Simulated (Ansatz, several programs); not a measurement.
An ordered 4-atom cell of K₂IF on the rocksalt lattice (R-3m), relaxed with r2SCAN in Ansatz (plane waves, PAW): it is trigonal, R-3m (No. 166); a = 4.337 Å, c = 21.918 Å in the conventional setting, 29.76 Å³ an atom. F is surrounded by 6 K at 2.84 Å; I is surrounded by 6 K at 3.41 Å; K is surrounded by 3 F at 2.84 Å and 3 I at 3.41 Å. The cell was then scaled with its shape and fractional coordinates held, which makes it stiffer than a relaxed compression. (Calculated; spin-unpolarised; the phase may be known or hypothetical.)

```tsv
V (Å³/atom)	E (meV/atom)
27.973	7.54
28.865	1.78
29.758	0.00
31.544	5.93
```

**Question.** Pass a cubic E = c₀ + c₁u + c₂u² + c₃u³, with u = V − 29.535 Å³, through these points.

**Answer.** c₀ = 0.10, c₁ = -0.955, c₂ = 2.210, c₃ = -0.1449 (meV and Å³).

**Question.** Where is the minimum, and what bulk modulus follows?

**Answer.** dE/du = 0 at u = +0.221, so V₀ = 29.76 Å³. B = V₀ d²E/dV² = 29.76 × (2c₂ + 6c₃u) = 29.76 × 4.227 = 126 meV/Å³, and 1 meV/Å³ is 0.16022 GPa: 20 GPa. A third-order Birch-Murnaghan fit to all five points gives 29.76 Å³ and 20 GPa.

**Question.** Predict the energy and the pressure at the withheld volume, 30.651 Å³.

**Answer.** With u = +1.116: E ≈ 1.59 meV and P = −dE/dV ≈ -0.55 GPa. The run gives 1.57 meV and, from its stress, -0.55 GPa.
